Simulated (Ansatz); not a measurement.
# C6H16O4Ti: how energies converge with the basis set

How large a basis does C6H16O4Ti need? Two functionals are run in growing sets.

Program: Ansatz 0.2.0, Gaussian basis. Level of theory: one geometry, several basis sets. These are calculated values, not measurements.

Plan: PBE0-D4/def2-SVP; ωB97M-V/def2-SVP; PBE0-D4/def2-QZVPP; ωB97M-V/def2-QZVPP; the functionals' def2-TZVPP values are taken from earlier runs.

## Step 1: The relaxed structure

All runs share one geometry, relaxed beforehand with PBE0-D4 in a triple-zeta def2 set.

SMILES `CC[O][Ti]([OH])([O]CC)[O]CC`, 27 atoms, charge 0, spin multiplicity 1.

Atoms are counted from 1 here; the program's logs count them from 0.

Bond lengths: C1–C2 1.513 Å, C1–H12 1.093 Å, C1–H13 1.092 Å, C1–H14 1.092 Å, C2–O3 1.398 Å, C2–H15 1.098 Å, C2–H16 1.098 Å, O3–Ti4 1.791 Å, Ti4–O5 1.817 Å, Ti4–O6 1.784 Å, Ti4–O9 1.783 Å, O5–H17 0.958 Å, O6–C7 1.395 Å, C7–C8 1.513 Å, C7–H18 1.097 Å, C7–H19 1.097 Å, C8–H20 1.093 Å, C8–H21 1.092 Å and more. Angles: C2–C1–H12 110.4°, C2–C1–H13 110.5°, C2–C1–H14 110.6°, H12–C1–H13 108.5°, H12–C1–H14 108.5°, H13–C1–H14 108.3°, C1–C2–O3 110.8°, C1–C2–H15 110.2°, C1–C2–H16 110.1°, O3–C2–H15 109.9°, O3–C2–H16 108.6°, H15–C2–H16 107.2°, C2–O3–Ti4 143.4°, O3–Ti4–O5 109.0°, O3–Ti4–O6 108.6°, O3–Ti4–O9 108.9°, O5–Ti4–O6 111.0°, O5–Ti4–O9 108.7° and more.

## Step 2: PBE0-D4 in def2-SVP

Input file in.yaml:

```yaml
crystal:
  periodic: [false, false, false]
  atoms:
    - {symbol: C, position_ang: [-1.147479, -3.531676, -0.808965]}
    - {symbol: C, position_ang: [-0.671515, -2.663864, 0.334791]}
    - {symbol: O, position_ang: [-0.554793, -1.330738, -0.068074]}
    - {symbol: Ti, position_ang: [-0.988266, 0.348638, 0.377703]}
    - {symbol: O, position_ang: [-2.484399, 0.321273, 1.407851]}
    - {symbol: O, position_ang: [-1.257238, 1.283549, -1.117758]}
    - {symbol: C, position_ang: [-0.866860, 2.281396, -2.011000]}
    - {symbol: C, position_ang: [0.485244, 2.865628, -1.662956]}
    - {symbol: O, position_ang: [0.344932, 1.055861, 1.326966]}
    - {symbol: C, position_ang: [1.677238, 1.049933, 1.738698]}
    - {symbol: C, position_ang: [2.290837, -0.332032, 1.674741]}
    - {symbol: H, position_ang: [-1.215445, -4.575719, -0.492236]}
    - {symbol: H, position_ang: [-0.455313, -3.468755, -1.651081]}
    - {symbol: H, position_ang: [-2.133278, -3.209299, -1.150772]}
    - {symbol: H, position_ang: [-1.366783, -2.738274, 1.181502]}
    - {symbol: H, position_ang: [0.308968, -3.010199, 0.687612]}
    - {symbol: H, position_ang: [-3.385206, 0.524990, 1.154805]}
    - {symbol: H, position_ang: [-0.845090, 1.853475, -3.021237]}
    - {symbol: H, position_ang: [-1.629547, 3.070490, -2.010789]}
    - {symbol: H, position_ang: [0.754927, 3.649829, -2.374866]}
    - {symbol: H, position_ang: [0.472881, 3.296579, -0.659506]}
    - {symbol: H, position_ang: [1.257460, 2.093060, -1.694586]}
    - {symbol: H, position_ang: [2.245901, 1.745500, 1.107228]}
    - {symbol: H, position_ang: [1.721776, 1.436304, 2.764530]}
    - {symbol: H, position_ang: [3.334181, -0.298651, 1.998672]}
    - {symbol: H, position_ang: [2.255293, -0.725417, 0.656353]}
    - {symbol: H, position_ang: [1.749876, -1.022482, 2.325874]}
basis:
  gaussian: {orbitals: def2-SVP}
hamiltonian: {xc: pbe0, dispersion: d4}
output: {orbitals: {seedname: orbitals}}
```

Run with:

```
ansatz run in.yaml --threads 11 --pin off --events-out ev --progress --plain --max-ram 120832MiB --backend cpu
```

The runs that follow: ωB97M-V in def2-SVP; PBE0-D4 in def2-QZVPP; ωB97M-V in def2-QZVPP.

Q: Predict the results of all the runs planned. Wanted: PBE0-D4: double and triple zeta above quadruple; ωB97M-V: double and triple zeta above quadruple.

As calculated:

```
                                       quantity           value
PBE0-D4: double and triple zeta above quadruple  21.10, 1.25 eV
ωB97M-V: double and triple zeta above quadruple  21.68, 1.19 eV
```

What this shows: For PBE0-D4 the step from double to triple zeta gains 19.84 eV and the next only 1.25 eV. Total energies overstate the basis error of differences, where much of it tends to cancel. The LUMO of ωB97M-V is positive and keeps falling with the basis (1.24 to 0.69 eV): an unbound level that the basis holds in place.
